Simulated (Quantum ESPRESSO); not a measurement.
# BiTe in Quantum ESPRESSO: the effect of dispersion

The system is BiTe.

```xyz
2
Lattice="2.4227 1.3988 3.3173 -2.4227 1.3988 3.3173 0.0000 -2.7975 3.3173" Properties=species:S:1:pos:R:3 pbc="T T T"
Bi    0.0000    0.0000    4.9759
Te    0.0000    0.0000    0.0000
```

The cell comes from a database or a generator and needn't be the stable form of this composition.

Alike in all runs:

| Quantity | Value |
| --- | --- |
| Program | Quantum ESPRESSO 7.5 |
| Task | phonons |
| Potentials or basis | GBRV 1.5 PBE |
| Cutoff | 612 eV |
| Density cutoff | 4898 eV |
| k mesh | 5 × 5 × 5 |
| Occupations | cold, width 0.2 eV |
| Spin | no spin polarisation |

Each run relaxes the cell or the atoms first.

```tsv
dispersion	functional	relaxed volume (Å³/atom)	highest phonon frequency (cm⁻¹)
none	PBE	33.30	91
D2	PBE	?	?
D3(BJ) two-body	PBE	31.57	103
rVV10	rPW86PBE	34.50	90
rev-vdW-DF2	rev-vdW-DF2	32.68	96
```

Q: What does the run with dispersion D2 give?

A: Relaxed volume 31.02 Å³/atom; highest phonon frequency 91 cm⁻¹.

Caveats: the mesh is thin for the phonons of a metal; pairwise dispersion overbinds metals, which lowers pressure and volume (some runs); the potentials were made for another functional, which shifts forces and pressure (some runs).
